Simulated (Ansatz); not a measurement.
# Li6I2NCl: the cost of one run

Computed with Ansatz 0.2.0 (reference: DFT PBEsol, plane waves, PAW, scalar-relativistic, no spin polarisation, unless a step's input says otherwise).

## Step 1: The structure to begin with

The structure is cubic, space group Fm-3m (No. 225). The conventional cell has a = 9.315 Å, b = 9.315 Å, c = 9.315 Å, α = 90.00°, β = 90.00°, γ = 90.00°. Around Cl (site symmetry m-3m) lie 6 Li at 2.95 Å. Around I (site symmetry -43m) lie 12 Li at 3.35 Å. N (site symmetry m-3m) is surrounded by 6 Li at 1.71 Å. Li (site symmetry 4mm) has 1 N at 1.71 Å as nearest neighbours.

Structure file:

```
CELL_PARAMETERS angstrom
0.00000 4.65747 4.65747
4.65747 0.00000 4.65747
4.65747 4.65747 0.00000
ATOMIC_POSITIONS crystal
Cl 0.00000 0.00000 0.00000
I 0.75000 0.75000 0.75000
I 0.25000 0.25000 0.25000
N 0.50000 0.50000 0.50000
Li 0.68340 0.31660 0.68340
Li 0.68340 0.31660 0.31660
Li 0.31660 0.68340 0.31660
Li 0.31660 0.68340 0.68340
Li 0.68340 0.68340 0.31660
Li 0.31660 0.31660 0.68340
```

## Step 2: Baseline

input.yaml reads:

```yaml
crystal:
  lattice:
    - [0.0, 4.657468, 4.657468]
    - [4.657468, 0.0, 4.657468]
    - [4.657468, 4.657468, 0.0]
  atoms:
    - { symbol: Cl, position: [0.0, 0.0, 0.0] }
    - { symbol: I, position: [0.75, 0.75, 0.75] }
    - { symbol: I, position: [0.25, 0.25, 0.25] }
    - { symbol: "N", position: [0.5, 0.5, 0.5] }
    - { symbol: Li, position: [0.6834, 0.3166, 0.6834] }
    - { symbol: Li, position: [0.6834, 0.3166, 0.3166] }
    - { symbol: Li, position: [0.3166, 0.6834, 0.3166] }
    - { symbol: Li, position: [0.3166, 0.6834, 0.6834] }
    - { symbol: Li, position: [0.6834, 0.6834, 0.3166] }
    - { symbol: Li, position: [0.3166, 0.3166, 0.6834] }
  symmetry: { tolerance: 0.0003 }
kpoints:
  mp_grid: { grid: [4, 4, 4], shift: [0, 0, 0] }
magnetization:
  spin_polarized: false
scf:
  occupations: { method: fermi_dirac }
hamiltonian:
  pseudopotentials: { kind: paw }
  xc: pbesol
basis:
  ecutwfc: 420
output:
  forces: true
  stress: true
  eigenvalues: true
```

The run is started by

```
$ ansatz run input.yaml --threads 1 --pin off --max-ram 2560MiB --backend cpu --events-out ev --progress --plain --runs-dir out
```

**Question.** How long does this run take on 1 thread of an Arm CPU, shared host, and how much memory does it need?

About 4 s, with a peak of 0.44 GiB.
